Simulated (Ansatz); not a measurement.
# GaH3O: molecular dynamics

Aim: follow the molecule's vibrations and see whether its bonds hold. The start is relaxed first. Runs: 300 steps of 1 fs at constant energy, with velocities drawn for 200 K.

Method: RKS B3LYP-D4/def2-SVP, in Ansatz 0.2.0.

## (1) The system as given

Bond lengths: Ga1–H2 1.570 Å, Ga1–H3 1.570 Å, Ga1–O4 1.790 Å, O4–H5 1.010 Å. Angles: H2–Ga1–H3 120.0°, H2–Ga1–O4 120.0°, H3–Ga1–O4 120.0°, Ga1–O4–H5 109.5°.

As a file:

```xyz
5

Ga    0.0000    0.0000    0.0000
H     0.0000    0.0000    1.5700
H     1.3596    0.0000   -0.7850
O    -1.5501    0.0000   -0.8950
H    -2.0598   -0.8467   -0.6865
```

## (2) Preparing the start

input.yaml reads:

```yaml
crystal:
  periodic: [false, false, false]
  atoms:
    - { symbol: Ga, position_ang: [0.0, 0.0, 0.0] }
    - { symbol: H, position_ang: [0.0, 0.0, 1.57] }
    - { symbol: H, position_ang: [1.3596, 0.0, -0.785] }
    - { symbol: O, position_ang: [-1.5501, 0.0, -0.895] }
    - { symbol: H, position_ang: [-2.0598, -0.8467, -0.6865] }
basis:
  gaussian: { orbitals: def2-SVP }
hamiltonian:
  xc: b3lyp
  dispersion: d4
relax:
  f_tol: 0.02
  max_steps: 40
```

Command:

```sh
> ansatz run input.yaml --threads 1 --pin off --max-ram 2048MiB --backend cpu --events-out ev --progress --plain --runs-dir out
```

After this run come: The run.

What does the calculation give? Wanted: relaxation of the start; temperature, first and last step; temperature, second half; potential energy, second half; largest change of the total energy; bonds formed or broken.

As calculated:

| quantity | value |
| --- | --- |
| relaxation of the start | 5 moves, 0.289 eV lower |
| length | 300 steps of 1 fs |
| temperature, first and last step | 200 and 65 K |
| temperature, second half | mean 99 K, from 36 to 172 K |
| potential energy, second half | +8 meV/atom from the start |
| largest change of the total energy | 0.27 meV/atom |
| bonds formed or broken | 0 |

In words: The temperature starts at 200 K and averages 99 K in the second half, where it ranges from 36 to 172 K. About half is expected from a start at a minimum: kinetic energy passes into potential energy until both shares match. The total energy strays from its start by at most 0.27 meV/atom, 3.4 % of the mean kinetic energy, fair for a step of 1 fs. The bonding pattern survives the run. A run of 300 fs with 5 atoms shows the motion but fixes no equilibrium value. The nuclei move classically, without zero-point motion, which matters most for hydrogen.
